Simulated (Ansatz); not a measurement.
# F2HSi2: the cost of one run

The runs use Ansatz 0.2.0; RKS CAM-B3LYP-D4/def2-SVPD.

**1. The starting structure**

5 atoms, charge -1, spin multiplicity 1.

Atoms are counted from 1 here; the program's logs count them from 0.

Bond lengths: F1–Si2 1.743 Å, Si2–Si3 2.232 Å, Si3–F4 1.723 Å, Si3–H5 1.526 Å. Angles: F1–Si2–Si3 108.6°, Si2–Si3–F4 143.4°, Si2–Si3–H5 113.9°, F4–Si3–H5 102.7°.

Coordinates:

```xyz
5

F    -0.2321   -1.4744    2.1200
Si   -0.0849    0.1936    1.6344
Si    0.0544    0.2792   -0.5914
F     0.0725   -0.6922   -2.0150
H     0.1901    1.6938   -1.1480
```

This geometry comes from a loose relaxation at PBE in a small basis, which is not shown.

**3. Plan of the scan**

The axes are (1) bond length F1–Si2: 15 values from 1.413 to 2.585 Å; (2) angle Si3–Si2–F1: 15 values from 60.4 to 150.4 °.

Nothing else is relaxed (all other coordinates rigid). Energies count from the relaxed molecule at the same level.

(The set-up runs are not shown.)

**4. Grid point bond length F1–Si2 = 2.417 Å, angle Si3–Si2–F1 = 131.1°**

input.yaml

```yaml
crystal:
  periodic: [false, false, false]
  atoms:
    - { symbol: F, position_ang: [-0.224803, -1.48975, 1.979471] }
    - { symbol: Si, position_ang: [-0.029013, 0.872051, 1.504657] }
    - { symbol: Si, position_ang: [0.161857, 1.951915, -0.400162] }
    - { symbol: F, position_ang: [0.234144, 1.565191, -2.04701] }
    - { symbol: H, position_ang: [0.269825, 3.450711, -0.408536] }
total_charge: -1
basis:
  gaussian: { orbitals: def2-SVPD }
hamiltonian:
  xc: { name: CAM-B3LYP }
  dispersion: d4
output:
  forces: true
```

Launch:

```bash
$ ansatz run input.yaml --threads 1 --pin off --max-ram 2560MiB --backend cpu --events-out ev --progress --plain --runs-dir out
```

**Question.** How long does this run take on 1 thread of Intel Xeon 6975P-C (Granite Rapids), shared host, and how much memory does it need?

About 2.1 s, with a peak of 0.23 GiB.
